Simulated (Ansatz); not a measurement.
# CH5NOS2W: a ladder of functionals and wavefunction methods

An exercise on one series of results from a longer session: the logs are not shown, and one member is left open.

Computed with Ansatz 0.2.0, Gaussian basis. Level: functionals in def2-TZVPP, the program's frozen cores in correlated methods.

Plan: LDA (SPW92), PBE-D4, revPBE-D4, BLYP-D4, r2SCAN-D4, B97M-V, PBE0-D4, B3LYP-D4, r2SCANh-D4, r2SCAN0-D4, HSE06-D4, BHLYP-D4, CAM-B3LYP-D4, LC-ωPBE, ωB97X-V, ωB97M-V, B2PLYP, PBE-QIDH; CCSD(T)/def2-SVP; MP2/def2-TZVPP; MP2/def2-QZVPP; RPA on PBE.

### Structure used throughout

An earlier PBE0-D4 in a triple-zeta def2 set relaxation fixed the geometry. W takes the def2 core potential; no spin-orbit term is included.

11 atoms, charge 0, spin multiplicity 1.

Atoms are counted from 1 here; the program's logs count them from 0.

Bond lengths: C1–O2 1.405 Å, C1–H7 1.094 Å, C1–H8 1.092 Å, C1–H9 1.094 Å, O2–W3 1.853 Å, W3–N4 1.926 Å, W3–S5 2.131 Å, W3–S6 2.131 Å, N4–H10 1.009 Å, N4–H11 1.009 Å. Angles: O2–C1–H7 110.2°, O2–C1–H8 108.4°, O2–C1–H9 110.2°, H7–C1–H8 109.4°, H7–C1–H9 109.3°, H8–C1–H9 109.4°, C1–O2–W3 137.6°, O2–W3–N4 109.2°, O2–W3–S5 108.9°, O2–W3–S6 108.9°, N4–W3–S5 109.5°, N4–W3–S6 109.5°, S5–W3–S6 110.9°, W3–N4–H10 123.5°, W3–N4–H11 123.4°, H10–N4–H11 112.0°.

Set-up of the first run:

in.yaml

```yaml
crystal:
  periodic: [false, false, false]
  atoms:
    - {symbol: C, position_ang: [-0.831239, -0.632185, 1.891071]}
    - {symbol: O, position_ang: [-0.353551, -0.610237, 0.569711]}
    - {symbol: W, position_ang: [0.377899, 0.627065, -0.600003]}
    - {symbol: N, position_ang: [0.741775, -0.232186, -2.284764]}
    - {symbol: S, position_ang: [2.197288, 1.367372, 0.226576]}
    - {symbol: S, position_ang: [-1.021493, 2.206768, -0.895597]}
    - {symbol: H, position_ang: [-1.664614, 0.067545, 2.002204]}
    - {symbol: H, position_ang: [-1.174016, -1.643699, 2.117801]}
    - {symbol: H, position_ang: [-0.032570, -0.355118, 2.585199]}
    - {symbol: H, position_ang: [1.647663, -0.596917, -2.538995]}
    - {symbol: H, position_ang: [0.112858, -0.198418, -3.073213]}
basis:
  gaussian: {orbitals: def2-TZVPP}
hamiltonian: {xc: lda}
output: {orbitals: {seedname: orbitals}}
```

Command:

```bash
ansatz run in.yaml --threads 4 --pin off --events-out ev --progress --plain --max-ram 11315MiB
```

Steps of the session up to this table: LDA; PBE-D4 (GGA); revPBE-D4 (GGA); BLYP-D4 (GGA); r2SCAN-D4 (meta-GGA); B97M-V (meta-GGA); B3LYP-D4 (hybrid); r2SCANh-D4 (hybrid); r2SCAN0-D4 (hybrid); HSE06-D4 (hybrid); BHLYP-D4 (hybrid); CAM-B3LYP-D4 (range-separated); LC-ωPBE (range-separated); ωB97X-V (range-separated); ωB97M-V (range-separated); B2PLYP (double hybrid); PBE-QIDH (double hybrid).

One of the session's tables, all rows but one given; the rest of the session is left out.

It belongs to the step «Frontier levels by functional». 

```
  functional  HOMO (eV)  LUMO (eV)  gap (eV)
 LDA (SPW92)      -5.98      -3.12      2.86
      PBE-D4      -5.83      -2.96      2.88
   revPBE-D4      -5.78      -2.89      2.89
     BLYP-D4      -5.65      -2.80      2.84
   r2SCAN-D4      -6.11      -2.93      3.18
      B97M-V      -6.15      -2.85      3.30
     PBE0-D4      -6.94      -2.29      4.64
    B3LYP-D4      -6.69      -2.44      4.25
  r2SCANh-D4      -6.51      -2.67      3.84
  r2SCAN0-D4          ?          ?         ?
    HSE06-D4      -6.55      -2.66      3.88
    BHLYP-D4      -7.87      -1.44      6.43
CAM-B3LYP-D4      -8.10      -1.25      6.85
     LC-ωPBE      -9.39      -0.28      9.11
     ωB97X-V      -9.07      -0.31      8.75
     ωB97M-V      -8.91      -0.33      8.59
```

Q: Estimate the row for r2SCAN0-D4 from the others.

Worked estimate for «HOMO (eV)». Against the share of exact exchange, r2SCAN-D4 (0, -6.11), r2SCANh-D4 (0.1, -6.51) give a slope of -4.00 per unit share; at 0.25 the line stands at -7.11.

The run gave: HOMO (eV): -7.12; LUMO (eV): -2.27; gap (eV): 4.84. In «HOMO (eV)» the line misses by +0.01.
